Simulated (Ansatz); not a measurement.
**C₂H₁₂BNSi₂: basis-set convergence**

Aim: see how fast density functionals converge with the basis set for C₂H₁₂BNSi₂.

Computed with Ansatz 0.2.0, Gaussian basis. Level: one geometry, several basis sets.

The runs, in order: PBE0-D4/def2-SVP; ωB97M-V/def2-SVP; PBE0-D4/def2-QZVPP; ωB97M-V/def2-QZVPP; the functionals' def2-TZVPP values are taken from earlier runs.

1 further run of the same task is left out (it didn't finish). Runs told in other sessions of the task aren't counted.

## (1) The relaxed structure

An earlier PBE0-D4 in a triple-zeta def2 set relaxation fixed the geometry.

SMILES `BN([SiH2]C)[SiH2]C`, 18 atoms, charge 0, spin multiplicity 1.

Atoms are counted from 1 here; the program's logs count them from 0.

Bond lengths: B1–N2 1.405 Å, B1–H7 1.199 Å, B1–H8 1.203 Å, N2–Si3 1.760 Å, N2–Si5 1.756 Å, Si3–C4 1.861 Å, Si3–H9 1.485 Å, Si3–H10 1.490 Å, C4–H11 1.093 Å, C4–H12 1.093 Å, C4–H13 1.093 Å, Si5–C6 1.859 Å, Si5–H14 1.488 Å, Si5–H15 1.490 Å, C6–H16 1.094 Å, C6–H17 1.091 Å, C6–H18 1.092 Å. Angles: N2–B1–H7 121.3°, N2–B1–H8 119.2°, H7–B1–H8 119.6°, B1–N2–Si3 117.3°, B1–N2–Si5 124.0°, Si3–N2–Si5 118.6°, N2–Si3–C4 111.2°, N2–Si3–H9 109.2°, N2–Si3–H10 106.5°, C4–Si3–H9 110.8°, C4–Si3–H10 110.2°, H9–Si3–H10 108.8°, Si3–C4–H11 110.6°, Si3–C4–H12 110.7°, Si3–C4–H13 110.7°, H11–C4–H12 108.2°, H11–C4–H13 108.4°, H12–C4–H13 108.2° and more.

## (2) PBE0-D4 in def2-SVP

The input, in.yaml:

```yaml
crystal:
  periodic: [false, false, false]
  atoms:
    - {symbol: B, position_ang: [-0.257181, -1.674680, -0.136826]}
    - {symbol: N, position_ang: [0.203704, -0.392022, 0.203491]}
    - {symbol: Si, position_ang: [1.724127, 0.135907, -0.509767]}
    - {symbol: C, position_ang: [1.522375, 0.520880, -2.319153]}
    - {symbol: Si, position_ang: [-0.655813, 0.712005, 1.265004]}
    - {symbol: C, position_ang: [-2.340077, 0.081464, 1.734378]}
    - {symbol: H, position_ang: [-1.295258, -2.095918, 0.289445]}
    - {symbol: H, position_ang: [0.404551, -2.359213, -0.872948]}
    - {symbol: H, position_ang: [2.750651, -0.917700, -0.306359]}
    - {symbol: H, position_ang: [2.137438, 1.358957, 0.234022]}
    - {symbol: H, position_ang: [1.200196, -0.367910, -2.866745]}
    - {symbol: H, position_ang: [2.467465, 0.862778, -2.748974]}
    - {symbol: H, position_ang: [0.776095, 1.305095, -2.466568]}
    - {symbol: H, position_ang: [0.169420, 0.941338, 2.482389]}
    - {symbol: H, position_ang: [-0.770308, 2.017677, 0.555866]}
    - {symbol: H, position_ang: [-2.834104, 0.825337, 2.365569]}
    - {symbol: H, position_ang: [-2.277157, -0.853273, 2.294427]}
    - {symbol: H, position_ang: [-2.963627, -0.089119, 0.854552]}
basis:
  gaussian: {orbitals: def2-SVP}
hamiltonian: {xc: pbe0, dispersion: d4}
output: {orbitals: {seedname: orbitals}}
```

Run with:

```bash
$ ansatz run in.yaml --threads 4 --pin off --events-out ev --progress --plain --max-ram 11315MiB
```

The runs that follow: ωB97M-V in def2-SVP; PBE0-D4 in def2-QZVPP; ωB97M-V in def2-QZVPP.

Q: Predict the results of all the runs planned. Wanted: PBE0-D4: double and triple zeta above quadruple; ωB97M-V: double and triple zeta above quadruple.

**Answer**, as computed:

| quantity | value |
| --- | --- |
| PBE0-D4: double and triple zeta above quadruple | 11.40, 0.82 eV |
| ωB97M-V: double and triple zeta above quadruple | 11.71, 0.76 eV |

**Reading.** For PBE0-D4 the step from double to triple zeta gains 10.59 eV and the next only 0.82 eV. Total energies overstate the basis error of differences, where much of it tends to cancel. The LUMO of ωB97M-V is positive and keeps falling with the basis (1.78 to 1.17 eV): an unbound level that the basis holds in place.
